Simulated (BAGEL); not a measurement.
# B2PH5Cl− (SMILES B[BH-](P)Cl): HF/STO-3G (density fitting with qzvpp-jkfit)

What is the vertical singlet–triplet gap of B2PH5Cl− at HF/STO-3G (density fitting with qzvpp-jkfit)? 

The calculation is run with BAGEL 1.2.2.

4 further runs of the same task are left out: 2 that didn't finish, 2 set aside as unsound or not needed.

### Step 1. The molecule

B2PH5Cl−: 9 atoms, total charge -1, spin state singlet. As SMILES, `B[BH-](P)Cl`. The coordinates come from a GFN2-xTB relaxation. This is one conformer, not always the lowest.

Bond lengths: B1–B2 1.656 Å, B2–P3 2.043 Å, B2–Cl4 1.898 Å, B1–H5 1.185 Å, B1–H6 1.188 Å, B2–H7 1.203 Å, P3–H8 1.390 Å, P3–H9 1.391 Å. Some angles: B1–B2–P3 103.1°, B1–B2–Cl4 116.4°, P3–B2–Cl4 102.3°, B1–B2–H7 121.1°, P3–B2–H7 105.7°, Cl4–B2–H7 106.0°, B2–B1–H5 125.8°, B2–B1–H6 120.3°, B2–P3–H8 95.7°, B2–P3–H9 96.7°.

### Step 2. The energy at HF/STO-3G (density fitting with qzvpp-jkfit)

File input.json:

```json
{ "bagel": [

{
  "title": "molecule",
  "basis": "sto-3g",
  "df_basis": "qzvpp-jkfit",
  "angstrom": true,
  "geometry": [
    { "atom": "B", "xyz": [      -0.276840,       1.421670,      -0.392160 ] },
    { "atom": "B", "xyz": [      -0.063890,      -0.207460,      -0.602040 ] },
    { "atom": "P", "xyz": [      -0.071740,      -0.925960,       1.310380 ] },
    { "atom": "Cl", "xyz": [      -1.507580,      -1.151180,      -1.393680 ] },
    { "atom": "H", "xyz": [      -1.316900,       1.989410,      -0.385210 ] },
    { "atom": "H", "xyz": [       0.642770,       2.113670,      -0.096870 ] },
    { "atom": "H", "xyz": [       0.935010,      -0.643960,      -1.110750 ] },
    { "atom": "H", "xyz": [       0.481520,      -2.161550,       0.996520 ] },
    { "atom": "H", "xyz": [       1.177640,      -0.434640,       1.673820 ] }
  ]
},

{ "title": "hf", "charge": -1 },

{ "title": "print", "file": "orbitals.molden", "orbitals": true }

]}
```

Started as:

```bash
$ BAGEL_NUM_THREADS=1 BAGEL input.json > input.out
```

Log:

```text
* using 1 threads per process

  ===============================================================
  ===============================================================

  *** Geometry ***

  { "atom" : "B", "xyz" : [     -0.523152,      2.686567,     -0.741075 ] },
  { "atom" : "B", "xyz" : [     -0.120735,     -0.392043,     -1.137691 ] },
  { "atom" : "P", "xyz" : [     -0.135569,     -1.749811,      2.476259 ] },
  { "atom" : "Cl", "xyz" : [     -2.848913,     -2.175415,     -2.633674 ] },
  { "atom" : "H", "xyz" : [     -2.488580,      3.759440,     -0.727941 ] },
  { "atom" : "H", "xyz" : [      1.214659,      3.994257,     -0.183058 ] },
  { "atom" : "H", "xyz" : [      1.766913,     -1.216908,     -2.099013 ] },
  { "atom" : "H", "xyz" : [      0.909941,     -4.084738,      1.883150 ] },
  { "atom" : "H", "xyz" : [      2.225417,     -0.821351,      3.163061 ] },

  Number of auxiliary basis functions:      496

  Since a DF basis is specified, we compute 2- and 3-index integrals:
    o Being stored without compression. Storage requirement is 0.004 GB

  Number of basis functions:       33
  Number of electrons      :       47

    * METHOD: MOLECULE                             0.18

  *** RHF ***

  === Nuclear Repulsion ===
   171.1426234175

      * DIIS with orbital gradients will be used.

  === RHF iteration (sto-3g) ===
      0       -843.04696621          0.00878909           0.03
      1       -843.09196564          0.00225863           0.03
      2       -843.09534615          0.00048557           0.03
      3       -843.09548144          0.00011503           0.03
      4       -843.09549049          0.00004294           0.03
      5       -843.09549176          0.00001562           0.03
      6       -843.09549193          0.00000488           0.03
      7       -843.09549195          0.00000081           0.03
      8       -843.09549195          0.00000013           0.03
      9       -843.09549195          0.00000003           0.03
     10       -843.09549195          0.00000001           0.03
    * SCF iteration converged.

    * Permanent dipole moment:
           (   -0.167670,     0.082752,    -0.643725) a.u.

    * METHOD: HF                                   0.38

    * METHOD: PRINT                                0.00

  ===============================================================
```

It took 0.73 s on 1 thread of Arm Neoverse V2, shared host.

### Step 3. The triplet, same level

File job.json:

```json
{ "bagel" : [

{
  "title" : "molecule",
  "basis" : "sto-3g",
  "df_basis" : "qzvpp-jkfit",
  "angstrom" : true,
  "geometry" : [
    { "atom" : "B", "xyz" : [      -0.276840,       1.421670,      -0.392160 ] },
    { "atom" : "B", "xyz" : [      -0.063890,      -0.207460,      -0.602040 ] },
    { "atom" : "P", "xyz" : [      -0.071740,      -0.925960,       1.310380 ] },
    { "atom" : "Cl", "xyz" : [      -1.507580,      -1.151180,      -1.393680 ] },
    { "atom" : "H", "xyz" : [      -1.316900,       1.989410,      -0.385210 ] },
    { "atom" : "H", "xyz" : [       0.642770,       2.113670,      -0.096870 ] },
    { "atom" : "H", "xyz" : [       0.935010,      -0.643960,      -1.110750 ] },
    { "atom" : "H", "xyz" : [       0.481520,      -2.161550,       0.996520 ] },
    { "atom" : "H", "xyz" : [       1.177640,      -0.434640,       1.673820 ] }
  ]
},

{
  "title" : "uhf",
  "charge" : -1,
  "nopen" : 2
},

{
  "title" : "print",
  "file" : "orbitals.molden",
  "orbitals" : true
}

]}
```

Started as:

```bash
$ BAGEL_NUM_THREADS=1 BAGEL job.json > job.out
```

Log:

```text
* using 1 threads per process

  ===============================================================
  ===============================================================

  *** Geometry ***

  { "atom" : "B", "xyz" : [     -0.523152,      2.686567,     -0.741075 ] },
  { "atom" : "B", "xyz" : [     -0.120735,     -0.392043,     -1.137691 ] },
  { "atom" : "P", "xyz" : [     -0.135569,     -1.749811,      2.476259 ] },
  { "atom" : "Cl", "xyz" : [     -2.848913,     -2.175415,     -2.633674 ] },
  { "atom" : "H", "xyz" : [     -2.488580,      3.759440,     -0.727941 ] },
  { "atom" : "H", "xyz" : [      1.214659,      3.994257,     -0.183058 ] },
  { "atom" : "H", "xyz" : [      1.766913,     -1.216908,     -2.099013 ] },
  { "atom" : "H", "xyz" : [      0.909941,     -4.084738,      1.883150 ] },
  { "atom" : "H", "xyz" : [      2.225417,     -0.821351,      3.163061 ] },

  Number of auxiliary basis functions:      496

  Since a DF basis is specified, we compute 2- and 3-index integrals:
    o Being stored without compression. Storage requirement is 0.004 GB

  Number of basis functions:       33
  Number of electrons      :       47

    * METHOD: MOLECULE                             0.18

  *** Open-shell HF ***

  === Nuclear Repulsion ===
   171.1426234175

      * DIIS with orbital gradients will be used.

  === UHF iteration (sto-3g) ===
      0       -842.82660240          0.02091513           0.05
      1       -842.90465050          0.00582710           0.05
      2       -842.91439129          0.00291956           0.05
      3       -842.91973624          0.00239196           0.06
      4       -842.92361732          0.00226831           0.05
      5       -842.93001863          0.00201190           0.06
      6       -842.93730166          0.00132038           0.06
      7       -842.93922302          0.00141658           0.06
      8       -842.93953552          0.00051503           0.06
      9       -842.93969662          0.00016732           0.06
     10       -842.93971623          0.00004720           0.06
     11       -842.93971898          0.00001061           0.06
     12       -842.93971912          0.00000364           0.06
     13       -842.93971914          0.00000087           0.06
     14       -842.93971914          0.00000029           0.06
     15       -842.93971914          0.00000011           0.06
     16       -842.93971914          0.00000005           0.06
     17       -842.93971914          0.00000003           0.06
     18       -842.93971914          0.00000002           0.06
     19       -842.93971914          0.00000001           0.06
     20       -842.93971914          0.00000000           0.06
    * SCF iteration converged.

    * S^2 (UHF) is 2.0170

    * Permanent dipole moment:
           (   -0.233587,     1.500866,    -0.572752) a.u.

    * METHOD: UHF                                  1.27

    * METHOD: PRINT                                0.00

  ===============================================================
```

It took 1.6 s on 1 thread of Arm Neoverse V2, shared host.

### Step 4. Summary of results

At HF/STO-3G (density fitting with qzvpp-jkfit):

```
                                                      quantity          value
                                         singlet: total energy  -843.09549 Eh
                                          singlet: HOMO energy       -1.00 eV
                                          singlet: LUMO energy       12.36 eV
singlet: HOMO–LUMO gap (to an unbound level, set by the basis)       13.35 eV
                                         triplet: total energy  -842.93972 Eh
                                                 triplet: ⟨S²⟩          2.017
              vertical energy of the triplet above the singlet       4.239 eV
```

**Reading.** At this shape the triplet lies 4.24 eV (98 kcal/mol) above the singlet. For an anion a state so high probably lies above electron detachment. In a minimal basis such a difference can be off by several eV, whatever the method.
